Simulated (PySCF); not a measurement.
# C2H7BNP: the cost of one run

Programs: PySCF 2.14.0, with density-fitted response routines of our own. Each step states its level of theory. These are calculated values for one molecule in the gas phase, unless marked as measured. Atoms are numbered from 0 throughout.

## Step 1: The molecule as given

12 atoms, charge 0, multiplicity 1; geometry from: GFN2-xTB. The atoms were then displaced at random by about 0.01 Å, so the start is not that level's minimum.

Bonds of the start (Å): C0–C1 1.44, C1–N2 1.17, N2–B3 1.40, B3–P4 2.01, C0–H5 1.12, C0–H6 1.10, C0–H7 1.07, B3–H8 1.18, B3–H9 1.21, P4–H10 1.38, P4–H11 1.41.

## Step 2: Optimising the geometry at PBE0-D3(BJ)/def2-SVP

The job: settings as JSON, then the geometry in Å.

```
{"job": {"xc": "PBE0", "basis": "def2-SVP", "d3": "d3bj", "grid": 1, "shake": 0.01, "kind": "geom"}, "charge": 0, "multiplicity": 1}
C      2.262060     0.481930    -0.103340
C      0.954470    -0.010340     0.263540
N     -0.108830    -0.403530     0.533640
B     -1.422620    -0.825130     0.780820
P     -2.495610     0.087040    -0.651070
H      2.143800     1.156290    -0.986090
H      2.669830     1.082110     0.718110
H      2.930180    -0.312680    -0.345490
H     -1.523490    -1.997780     0.656010
H     -1.799760    -0.435820     1.860690
H     -1.656240    -0.208510    -1.699610
H     -1.914100     1.358130    -0.492100
```

Command:

```bash
$ OMP_NUM_THREADS=1 python probes_run.py task.json out
```

One launch serves the whole session: the jobs run in the order shown.

**Question.** How long does this first job take on 1 thread of Arm Neoverse V1, shared host, and how much memory does it need?

About 25 s, with a peak of 0.44 GiB.
